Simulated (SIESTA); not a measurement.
# Tl in SIESTA: convergence with vacuum

Tl, a slab with vacuum:

```
Tl
1.0
     3.45600    0.00000    0.00000
    -1.72800    2.99298    0.00000
     0.00000    0.00000   17.05000
Tl
5
Direct
  0.66667 0.33333 0.17595
  0.33333 0.66667 0.33798
  0.66667 0.33333 0.50000
  0.33333 0.66667 0.66202
  0.66667 0.33333 0.82405
```

```yaml
Program: SIESTA 5.4.2
Task: single point
Functional: PBE
Potentials_or_basis: PseudoDojo 0.4 standard (PBE files)
Basis: DZP (energy shift 0.003 Ry; two zetas on semicore shells)
Grid_cutoff: 500 Ry
Energy_shift: 0.003 Ry
k_mesh: 7 × 7 × 1
Occupations: fermi-dirac, width 0.05 eV
Spin: no spin polarisation
```

These are the settings of the first run; the series varies vacuum, with any setting tied to it.

Hardware: 1 thread of Arm Neoverse V2, on a shared host.

The values tried are 6, 8, 10, 12, 15, 20, loosest first. From which on does the largest force stay within 0.005 eV/Å of the tightest run that finished?

From 10 on.

```csv
vacuum,"energy less the tightest run, at zero smearing (meV/atom)",largest force (eV/Å),SCF cycles,CPU time (s),peak memory (GiB)
6,-8.84,0.219,12,160,0.65
8,-1.15,0.210,12,170,0.66
10,-0.01,0.200,12,170,0.65
12,0.00,0.200,13,180,0.66
15,0.00,0.200,13,180,0.66
20,0.00,0.200,14,200,0.68
```

Against the tightest run, the energy stays within 1 meV/atom from 10 on. The tightest run that finished is the yardstick and may itself not be fully converged.

 The run has no spin-orbit coupling, so splittings on Tl are missing.
